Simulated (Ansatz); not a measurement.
# ClH8NO2SiTi: the cost of one run

Program: Ansatz 0.2.0. Level of theory: RKS PBE/def2-SVP. These are calculated values, not measurements.

### 1 The starting structure

Bond lengths: Ti1–N2 2.410 Å, N2–H3 1.060 Å, N2–H4 1.060 Å, Ti1–O5 1.920 Å, Ti1–Si6 3.195 Å, O5–Si6 1.680 Å, Si6–H7 1.460 Å, Si6–H8 1.460 Å, Si6–H9 1.460 Å, Ti1–O10 1.919 Å, O10–H11 1.010 Å, Ti1–Cl12 2.368 Å, Ti1–H13 2.000 Å, Ti1–H14 2.209 Å. Angles (14 of 36 angles, heavy atoms first): N2–Ti1–O5 109.5°, N2–Ti1–Si6 107.6°, N2–Ti1–O10 109.5°, N2–Ti1–Cl12 109.5°, O5–Ti1–Si6 25.5°, O5–Ti1–O10 109.5°, O5–Ti1–Cl12 109.5°, Si6–Ti1–O10 130.7°, Si6–Ti1–Cl12 87.0°, O10–Ti1–Cl12 109.5°, Ti1–O5–Si6 125.0°, Ti1–Si6–O5 29.5°, Ti1–N2–H3 120.0°, Ti1–N2–H4 120.0°.

Coordinates:

```xyz
14

Ti    0.0000    0.0000    0.0000
N     0.0000    0.0000    2.4100
H    -0.8770   -0.2713    2.9400
H     0.8770    0.2713    2.9400
O     1.8106    0.0000   -0.6394
Si    2.7169   -1.3762   -0.9666
H     1.8861   -2.3521   -1.6657
H     3.8581   -1.0202   -1.8048
H     3.1955   -1.9538    0.2860
O    -0.9043    1.5667   -0.6394
H    -1.8621    1.3360   -0.8617
Cl   -1.1163   -1.9339   -0.7892
H     0.7442   -1.7460    0.6306
H     0.5760   -1.3513    1.6495
```

### 2 Pulling towards end A

Springs on the bonds that form and break draw the guess towards this end; the thresholds are loose.

The input, input.yaml:

```yaml
crystal:
  periodic: [false, false, false]
  atoms:
    - { symbol: Ti, position_ang: [0.0, 0.0, 0.0] }
    - { symbol: "N", position_ang: [0.0, 0.0, 2.41] }
    - { symbol: H, position_ang: [-0.877, -0.2713, 2.94] }
    - { symbol: H, position_ang: [0.877, 0.2713, 2.94] }
    - { symbol: O, position_ang: [1.8106, 0.0, -0.6394] }
    - { symbol: Si, position_ang: [2.7169, -1.3762, -0.9666] }
    - { symbol: H, position_ang: [1.8861, -2.3521, -1.6657] }
    - { symbol: H, position_ang: [3.8581, -1.0202, -1.8048] }
    - { symbol: H, position_ang: [3.1955, -1.9538, 0.286] }
    - { symbol: O, position_ang: [-0.9043, 1.5667, -0.6394] }
    - { symbol: H, position_ang: [-1.8621, 1.336, -0.8617] }
    - { symbol: Cl, position_ang: [-1.1163, -1.9339, -0.7892] }
    - { symbol: H, position_ang: [0.7442, -1.746, 0.6306] }
    - { symbol: H, position_ang: [0.576, -1.3513, 1.6495] }
basis:
  gaussian: { orbitals: def2-SVP }
hamiltonian:
  xc: pbe
relax:
  f_tol: 0.15
  max_steps: 25
  restrain:
    - { distance: [0, 12], at: 2.9, k: 30.0 }
    - { distance: [13, 1], at: 2.26, k: 30.0 }
    - { distance: [0, 1], at: 2.06, k: 30.0 }
    - { distance: [13, 12], at: 0.66, k: 30.0 }
```

The run is started by

```sh
ansatz run input.yaml --threads 4 --pin off --max-ram 5120MiB --backend cpu --events-out ev --progress --plain --runs-dir out
```

What time and memory should one allow on 4 threads of Intel Xeon 6975P-C (Granite Rapids), shared host?

About 16 s, with a peak of 0.26 GiB.
